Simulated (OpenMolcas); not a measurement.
# triplet Si2H6O2: levels of theory compared

Aim: a comparison of 5 runs (UHF/3-21G, U-revPBE/6-31G*, UPBE/6-31G*, UTPSS/6-31G*, ROMP2/6-31G*) of triplet Si2H6O2. 

Program for the calculation: OpenMolcas 26.06.

## Step 1: Starting point

Si2H6O2: 10 atoms, total charge 0, spin state triplet. As SMILES of the parent species, `O[SiH2][SiH2]O`. The coordinates come from a PBE0-D4/def2-TZVP relaxation. This is one conformer, not always the lowest. That shape belongs to the parent species and isn't relaxed for this state.

Bond lengths: O1–Si2 1.656 Å, Si2–Si3 2.357 Å, Si3–O4 1.656 Å, O1–H5 0.958 Å, Si2–H6 1.487 Å, Si2–H7 1.494 Å, Si3–H8 1.493 Å, Si3–H9 1.487 Å, O4–H10 0.958 Å. Some angles: O1–Si2–Si3 112.1°, Si2–Si3–O4 112.1°, O1–Si2–H6 105.4°, O1–Si2–H7 111.3°, Si3–Si2–H6 110.5°, Si3–Si2–H7 109.5°, Si2–O1–H5 117.4°, Si2–Si3–H8 109.5°, Si2–Si3–H9 110.5°, O4–Si3–H8 111.3°.

## Step 2: A single-point energy at UHF/3-21G (run 1)

input.xyz reads:

```xyz
10

O     -1.023300     1.887700     1.029000
Si     0.114300     0.686000     0.959700
Si    -0.148600    -0.673600    -0.947700
O      0.987200    -1.877000    -1.014900
H     -1.013300     2.545500     0.332800
H     -0.079100    -0.112900     2.199100
H      1.498300     1.246700     0.986300
H     -1.533500    -1.232000    -0.975500
H      0.047500     0.124300    -2.187300
H      0.975700    -2.534100    -0.318000
```

test.input reads:

```
&GATEWAY
BASLIB = $CurrDir
COORD = input.xyz
BASIS = 3-21G
GROUP = NoSym
&SEWARD
&SCF
UHF
SPIN = 3
THRESHOLDS = 1e-10 1e-07 1e-07 1e-05
PRORBITALS = 1 2
```

The basis set 3-21G is read from a file made from the Basis Set Exchange's data (not shown).

Started as:

```console
$ export MOLCAS_MEM=1860
$ pymolcas test.input > test.log
```

The log of the run:

```text
--- Start Module: gateway ---
[...]
--- Stop Module: gateway /rc=_RC_ALL_IS_WELL_ ---
--- Start Module: seward ---
[...]
      Basis functions           56
--- Stop Module: seward /rc=_RC_ALL_IS_WELL_ ---
--- Start Module: scf ---
[...]
       Convergence after  25 Iterations
[...]
::    Total SCF energy                               -726.9955077203
[...]
      Total spin, S                                     1.0056881966
[...]
      Total electronic charge=   50.000000
      Total            charge=   -0.000000
[...]
      Dipole Moment (debye):
      Origin of the operator (angstrom)=   -0.0175    0.0059    0.0064
                   X= -2.8729E-03               Y=  7.8944E-04               Z=  2.6315E-04           Total=  2.9910E-03
      Quadrupole Moment (debye*angstrom):
[...]
--- Stop Module: scf /rc=_RC_ALL_IS_WELL_ ---
[...]
```

It took 2.3 s on 1 thread of Intel Xeon 6975P-C (Granite Rapids), shared host; peak memory 0.39 GiB.

## Step 3: The energy at U-revPBE/6-31G(d) (spherical functions) (run 2)

run.input reads:

```
&GATEWAY
  BasLib
  $CurrDir
  Coord
  10
  angstrom
  O       -1.023300       1.887700       1.029000
  Si       0.114300       0.686000       0.959700
  Si      -0.148600      -0.673600      -0.947700
  O        0.987200      -1.877000      -1.014900
  H       -1.013300       2.545500       0.332800
  H       -0.079100      -0.112900       2.199100
  H        1.498300       1.246700       0.986300
  H       -1.533500      -1.232000      -0.975500
  H        0.047500       0.124300      -2.187300
  H        0.975700      -2.534100      -0.318000
  Basis
  6-31Gs
  Group
  NoSym

&SEWARD
  GridInput
  Grid=UltraFine
  End of Grid

&SCF
  UHF
  Spin
  3
  KSDFT
  revPBE
  Thresholds
  1e-10 1e-07 1e-07 1e-05
  PrOrbitals
  1
```

The basis set 6-31G* is read from a file made from the Basis Set Exchange's data (not shown).

Started as:

```console
$ export MOLCAS_MEM=1860
$ pymolcas run.input > run.log
```

The log of the run:

```text
--- Start Module: gateway ---
[...]
--- Stop Module: gateway /rc=_RC_ALL_IS_WELL_ ---
--- Start Module: seward ---
[...]
      Basis functions           76
--- Stop Module: seward /rc=_RC_ALL_IS_WELL_ ---
[...]
--- Start Module: scf ---
[...]
       Convergence after  22 Iterations
[...]
::    Total KS-DFT energy                            -732.7125862057
[...]
      Total spin, S                                     1.0006238542
[...]
      Total electronic charge=   50.000000
      Total            charge=   -0.000000
[...]
      Dipole Moment (debye):
      Origin of the operator (angstrom)=   -0.0175    0.0059    0.0064
                   X= -2.1977E-03               Y=  1.8174E-04               Z=  1.2067E-03           Total=  2.5138E-03
      Quadrupole Moment (debye*angstrom):
[...]
--- Stop Module: scf /rc=_RC_ALL_IS_WELL_ ---
[...]
```

It took 32 s on 1 thread of Intel Xeon 6975P-C (Granite Rapids), shared host; peak memory 0.43 GiB.

Runs 3 to 4 aren't shown in full; the table further down has their settings and results.

## Step 4: A single-point energy at ROMP2/6-31G(d) (spherical functions) (run 5)

run.input reads:

```
* H6O2Si2 ROMP2
&GATEWAY
BasLib=$CurrDir
BasisSet
O.6-31Gs....
O1 -1.023300 1.887700 1.029000 angstrom
O4 0.987200 -1.877000 -1.014900 angstrom
End of Basis
BasisSet
Si.6-31Gs....
Si2 0.114300 0.686000 0.959700 angstrom
Si3 -0.148600 -0.673600 -0.947700 angstrom
End of Basis
BasisSet
H.6-31Gs....
H5 -1.013300 2.545500 0.332800 angstrom
H6 -0.079100 -0.112900 2.199100 angstrom
H7 1.498300 1.246700 0.986300 angstrom
H8 -1.533500 -1.232000 -0.975500 angstrom
H9 0.047500 0.124300 -2.187300 angstrom
H10 0.975700 -2.534100 -0.318000 angstrom
End of Basis
&SEWARD
&SCF
UHF
Spin=3
Thresholds=1e-10 1e-07 1e-07 1e-05
PrOrbitals=1 1
&RASSCF
FileOrb=$Project.UnaOrb
Spin=3
Nactel=2 0 0
Inactive=24
Ras2=2
OutOrbitals=Canonical
OrbListing=Few
&CASPT2
IPEA=0.0
Frozen=12
```

The basis set 6-31G* is read from a file made from the Basis Set Exchange's data (not shown).

Started as:

```console
$ export MOLCAS_MEM=1860
$ pymolcas run.input > run.log
```

The log of the run:

```text
--- Start Module: gateway ---
[...]
--- Stop Module: gateway /rc=_RC_ALL_IS_WELL_ ---
[...]
      Basis functions           76
[...]
       Convergence after  25 Iterations
[...]
::    Total SCF energy                               -730.9008522481
[...]
      Total spin, S                                     1.0029693748
[...]
--- Start Module: rasscf ---
[...]
      Number of active orbitals                  2
[...]
      Spin quantum number                      1.0
[...]
      Active orbitals                            2
[...]
      Number of CSFs                             1
[...]
      Number of root(s) required                 1
[...]
      Convergence after 13 iterations
[...]
      printout of CI-coefficients larger than  0.05 for root  1
      energy=    -730.898171
      conf/sym  11     Coeff  Weight
             1  uu   1.00000 1.00000
      Natural orbitals and occupation numbers for root  1
      sym 1:   1.000000   1.000000
      ************************************************************************************************************************
      *                                                    Final results                                                     *
[...]
::    RASSCF root number  1 Total energy:   -730.89817100
[...]
      Total electronic charge=   50.000000
      Total            charge=   -0.000000
[...]
      Dipole Moment (debye):
      Origin of the operator (angstrom)=   -0.0175    0.0059    0.0064
                   X= -1.5930E-03               Y=  2.0538E-04               Z=  9.4029E-04           Total=  1.8612E-03
      Quadrupole Moment (debye*angstrom):
[...]
--- Stop Module: rasscf /rc=_RC_ALL_IS_WELL_ ---
[...]
--- Start Module: caspt2 ---
[...]
 ###    WARNING: User changed nr of frozen orbitals.                         ###
 ###############################################################################
[...]
      E2 (Variational):          -0.5340331591
      Total energy:            -731.4322041598
[...]
      Reference weight:           0.83920
[...]
::    CASPT2 Root  1     Total energy:   -731.43220416
[...]
--- Stop Module: caspt2 /rc=_RC_ALL_IS_WELL_ ---
[...]
```

Run time: 8.1 s. Hardware: 1 thread of Intel Xeon 6975P-C (Granite Rapids), shared host; peak memory 0.43 GiB.

## Step 5: Overview of the runs

```tsv
run	level	integration grid	frozen core orbitals	energy (Eh)	dipole moment (D)	HOMO energy (eV)	⟨S²⟩	wall time
1	UHF/3-21G	–	–	-726.995508	0.00	-3.93	2.017	2.3 s
2	U-revPBE/6-31G* (spherical functions)	UltraFine	–	-732.712586	0.00	-2.12	2.002	32 s
3	UPBE/6-31G* (spherical functions)	UltraFine	–	-732.417947	0.00	-2.18	2.002	30 s
4	UTPSS/6-31G* (spherical functions)	UltraFine	–	-732.949312	0.00	-2.14	2.002	49 s
5	ROMP2/6-31G* (spherical functions)	–	12	-731.432204	–	–	–	8.1 s
```

## Step 6: What came out

| quantity | value |
| --- | --- |
| run 5: total energy | -731.43220 Eh |

In words: Totals of different functionals can't be ranked against each other. All runs together took 2 min, the longest 49 s.
